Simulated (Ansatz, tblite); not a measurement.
# NiH2(PF3)2 (F₆H₂NiP₂): rung by rung

One table from this session's results is given with a row withheld; the runs are named, their logs left out.

Program: Ansatz 0.2.0, Gaussian basis. Level of theory: as each input shows. These are calculated values, not measurements.

The runs, in order: GFN1-xTB, GFN2-xTB, PBE-D4/def2-TZVP, r2SCAN-D4/def2-TZVP, HF/def2-TZVP, CAM-B3LYP-D4/def2-TZVP, BHLYP-D4/def2-TZVP, PBE-D4/def2-SVP, PBE0-D4/def2-SVP, HF/STO-3G, MP2/def2-TZVP, RPA/def2-TZVP.

2 further runs of the same task are left out: 2 set aside as unsound or not needed. Runs told in other sessions of the task aren't counted.

**The relaxed structure**

The singlet was relaxed beforehand with B3LYP-D4/def2-SVP.

11 atoms, charge 0, spin multiplicity 1.

Bond lengths: F1–P8 1.598 Å, F2–P8 1.599 Å, F3–P8 1.596 Å, F4–P9 1.598 Å, F5–P9 1.599 Å, F6–P9 1.596 Å, Ni7–P8 2.055 Å, Ni7–P9 2.055 Å, Ni7–H10 1.596 Å, Ni7–H11 1.596 Å. Angles: P8–Ni7–P9 112.7°, P8–Ni7–H10 139.4°, P8–Ni7–H11 107.8°, P9–Ni7–H10 107.9°, P9–Ni7–H11 139.5°, H10–Ni7–H11 31.6°, F1–P8–F2 96.4°, F1–P8–F3 98.0°, F1–P8–Ni7 118.0°, F2–P8–F3 97.4°, F2–P8–Ni7 124.7°, F3–P8–Ni7 117.0°, F4–P9–F5 96.4°, F4–P9–F6 98.0°, F4–P9–Ni7 118.0°, F5–P9–F6 97.4°, F5–P9–Ni7 124.7°, F6–P9–Ni7 117.0°.

No spin-orbit coupling is included.

PBE0-D4/def2-TZVP was run before; its log isn't repeated, and its numbers join the tables.

Set-up of the first run:

Tight binding, by tblite at 300 K electronic temperature and without a spin-polarisation term:

```python
tblite.interface.Calculator('GFN1-xTB', numbers, positions, charge=0, uhf=0).singlepoint()
```

Tight binding, by tblite at 300 K electronic temperature and without a spin-polarisation term:

```python
tblite.interface.Calculator('GFN2-xTB', numbers, positions, charge=0, uhf=0).singlepoint()
```

start.molden holds the orbitals of an earlier run on this state, given as this run's starting guess.

File in.yaml:

```yaml
crystal:
  periodic: [false, false, false]
  atoms:
    - {symbol: F, position_ang: [-2.374257, 0.043088, -0.924162]}
    - {symbol: F, position_ang: [-2.081782, 2.367931, -0.491860]}
    - {symbol: F, position_ang: [-2.235325, 0.834108, 1.347911]}
    - {symbol: F, position_ang: [0.027956, -2.394690, 0.871150]}
    - {symbol: F, position_ang: [2.360931, -2.089526, 0.494805]}
    - {symbol: F, position_ang: [0.866653, -2.202802, -1.379942]}
    - {symbol: Ni, position_ang: [0.575060, 0.575974, 0.013437]}
    - {symbol: P, position_ang: [-1.439656, 0.978821, -0.028030]}
    - {symbol: P, position_ang: [0.980771, -1.438622, 0.016602]}
    - {symbol: H, position_ang: [1.967139, 1.355763, 0.056494]}
    - {symbol: H, position_ang: [1.352501, 1.969955, 0.023595]}
basis:
  gaussian: {orbitals: def2-TZVP, initial_orbitals: start.molden}
hamiltonian: {xc: pbe, dispersion: d4}
scf: {omitted_lower_state_checks: [starts]}
output: {forces: true, orbitals: {seedname: orbitals}}
```

Launch:

```
ansatz run in.yaml --threads 4 --pin off --events-out ev --progress --plain --max-ram 4787MiB
```

Among the steps run: PBE-D4/def2-TZVP; r2SCAN-D4/def2-TZVP; HF/def2-TZVP; CAM-B3LYP-D4/def2-TZVP; BHLYP-D4/def2-TZVP; PBE-D4/def2-SVP; PBE0-D4/def2-SVP; HF/STO-3G; MP2/def2-TZVP; RPA/def2-TZVP.

One of the session's tables, all rows but one given; the rest of the session is left out.

It belongs to the step «Binding energy». 

| level | binding an atom (eV) |
| --- | --- |
| HF/def2-TZVP | 1.824 |
| PBE-D4/def2-SVP | 3.768 |
| PBE-D4/def2-TZVP | 3.822 |
| r2SCAN-D4/def2-TZVP | 3.694 |
| PBE0-D4/def2-SVP | 3.424 |
| PBE0-D4/def2-TZVP | 3.539 |
| BHLYP-D4/def2-TZVP | 3.231 |
| CAM-B3LYP-D4/def2-TZVP | ? |
| MP2/def2-TZVP | 4.070 |

Q: Estimate the row for CAM-B3LYP-D4/def2-TZVP from the others.

As computed: binding an atom (eV): 3.623. In the column «binding an atom (eV)» it lies between PBE0-D4/def2-TZVP (3.539) and r2SCAN-D4/def2-TZVP (3.694).

Limits of these values: Free atoms were run apart at each level; binding is atoms less cluster, divided by the number of atoms, without zero-point or spin-orbit terms.
